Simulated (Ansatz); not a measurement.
# SiO2: the cost of one run

Computed with Ansatz 0.2.0 (DFT r2SCAN, scalar-relativistic, plane waves, PAW, unless a step's input says otherwise).

### Step 1. Starting point

It takes space group Im-3m (No. 229, cubic). Conventional cell: a = 8.939 Å, b = 8.939 Å, c = 8.939 Å, α = 90.00°, β = 90.00°, γ = 90.00°. Si (site symmetry -4m2) is surrounded by 4 O at 1.61 Å. Around O (site symmetry mm2) lie 2 Si at 1.61 Å.

Structure file:

```cif
data_structure
_symmetry_space_group_name_H-M 'Im-3m'
_symmetry_Int_Tables_number 229
_cell_length_a 8.9392
_cell_length_b 8.9392
_cell_length_c 8.9392
_cell_angle_alpha 90.000
_cell_angle_beta 90.000
_cell_angle_gamma 90.000
_cell_volume 714.33
loop_
_atom_site_label
_atom_site_type_symbol
_atom_site_symmetry_multiplicity
_atom_site_Wyckoff_symbol
_atom_site_fract_x
_atom_site_fract_y
_atom_site_fract_z
_atom_site_occupancy
Si1 Si 12 d 0.25000 0.50000 0.00000 1
O1 O 24 h 0.14748 0.50000 0.85252 1
```

The structure comes from the Materials Project (structure only).

(A quick probe on a coarse mesh, which set the mesh and smearing, is not shown.)

### Step 3. Full relaxation

input.yaml

```yaml
crystal:
  lattice:
    - [-4.469619345, 4.469619345, 4.469619345]
    - [4.469619345, -4.469619345, 4.469619345]
    - [4.469619345, 4.469619345, -4.469619345]
  atoms:
    - { symbol: Si, position: [0.5, 0.25, 0.75] }
    - { symbol: Si, position: [0.5, 0.75, 0.25] }
    - { symbol: Si, position: [0.25, 0.75, 0.5] }
    - { symbol: Si, position: [0.75, 0.25, 0.5] }
    - { symbol: Si, position: [0.25, 0.5, 0.75] }
    - { symbol: Si, position: [0.75, 0.5, 0.25] }
    - { symbol: O, position: [0.35252394, 0.0, 0.64747606] }
    - { symbol: O, position: [0.64747606, 0.64747606, 0.29495212] }
    - { symbol: O, position: [0.35252394, 0.64747606, 0.0] }
    - { symbol: O, position: [0.35252394, 0.70504788, 0.35252394] }
    - { symbol: O, position: [0.64747606, 0.29495212, 0.64747606] }
    - { symbol: O, position: [0.0, 0.35252394, 0.64747606] }
    - { symbol: O, position: [0.70504788, 0.35252394, 0.35252394] }
    - { symbol: O, position: [0.64747606, 0.35252394, 0.0] }
    - { symbol: O, position: [0.0, 0.64747606, 0.35252394] }
    - { symbol: O, position: [0.29495212, 0.64747606, 0.64747606] }
    - { symbol: O, position: [0.35252394, 0.35252394, 0.70504788] }
    - { symbol: O, position: [0.64747606, 0.0, 0.35252394] }
basis:
  ecutwfc: 500
kpoints:
  mp_grid: { grid: [4, 4, 4] }
hamiltonian:
  xc: r2scan
scf:
  occupations: { method: gaussian, width: 0.02 }
output:
  forces: true
  stress: true
  eigenvalues: true
relax:
  adjacent_minimum: "off"
  f_tol: 0.005
  max_steps: 80
  cell: { stress_tol: 0.05 }
```

On the command line:

```sh
ansatz run input.yaml --threads 4 --pin off --max-ram 10240MiB --backend cpu --events-out ev --progress --plain --runs-dir out
```

Q: Estimate wall time and peak memory on 4 threads of Oxide Virtual Turin-like (Zen 5), shared host.

About 31 s, with a peak of 1.8 GiB.
